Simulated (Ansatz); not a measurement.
# C3H9BN2: the cost of one run

Program: Ansatz 0.2.0, driven from Python. Level of theory: PBE0/6-31G*. These are calculated values, not measurements.

### 1 Starting point

Bond lengths: C1–C2 1.343 Å, C2–C3 1.506 Å, C2–B4 1.587 Å, B4–N5 1.525 Å, B4–N6 1.526 Å, C1–H7 1.085 Å, C1–H8 1.086 Å, C3–H9 1.111 Å, C3–H10 1.110 Å, C3–H11 1.111 Å, N5–H12 1.045 Å, N5–H13 1.045 Å, N6–H14 1.045 Å, N6–H15 1.045 Å. Angles (14 of 21 angles, heavy atoms first): C1–C2–C3 119.9°, C1–C2–B4 121.0°, C3–C2–B4 119.0°, C2–B4–N5 119.6°, C2–B4–N6 121.2°, N5–B4–N6 119.2°, C2–C1–H7 121.9°, C2–C1–H8 120.8°, C2–C3–H9 110.3°, C2–C3–H10 109.5°, C2–C3–H11 111.6°, B4–N5–H12 107.9°, B4–N5–H13 107.0°, B4–N6–H14 107.7°.

No structure file is read: the coordinates are typed or built in the script.

### 2 The script

The input, run_energy.py:

```python
# -*- coding: utf-8 -*-
"""Single point of C3H9BN2 in a Gaussian basis."""

import ansatz as az
from ase import Atoms

atoms = Atoms(["C", "C", "C", "B", "N", "N", "H", "H", "H", "H", "H", "H", "H", "H", "H"], positions=[
    (-1.4387, 1.0125, 0.4688),
    (-0.6645, 0.02, 0.002),
    (-1.2792, -1.3087, -0.3517),
    (0.9087, 0.195, -0.1135),
    (1.7646, -0.9751, -0.586),
    (1.5822, 1.5244, 0.2157),
    (-1.0265, 1.9743, 0.7556),
    (-2.5111, 0.8788, 0.5748),
    (-0.8206, -1.7109, -1.2798),
    (-1.1092, -2.0272, 0.4774),
    (-2.3727, -1.2189, -0.5287),
    (2.7603, -0.6594, -0.6005),
    (1.6959, -1.7192, 0.1442),
    (1.1494, 2.2588, -0.3883),
    (1.3613, 1.7557, 1.2101),
])
molecule = az.Crystal.molecule_from_ase(atoms)

calculation = (
    molecule.calculation()
    .basis(gaussian="6-31G*")
    .functional("pbe0")
    .accuracy("medium")
)
out = calculation.run()
data = out.report

print("reference energy %16.6f eV" % data["reference_energy_ev"])
print("total energy     %16.6f eV" % data["free_energy_ev"])
print("occupied (up, down):", data["n_occupied"], " virtual:", data["n_virtual"], " frozen:", data["n_frozen"])

field = data["mean_field"]
print("<S^2> =", round(abs(field["state"]["spin_squared"]), 4), " relativity:", field["relativity"])
print("passes:", field["passes"])
if "symmetry" in field:
    print("occupied orbitals by irrep:", field["symmetry"]["occupied"])
```

### 3 Launch

Launch:

```bash
$ python run_energy.py
```

Q: Estimate wall time and peak memory on 1 thread of Arm Neoverse V1, shared host.

About 4.8 s, with a peak of 0.28 GiB.
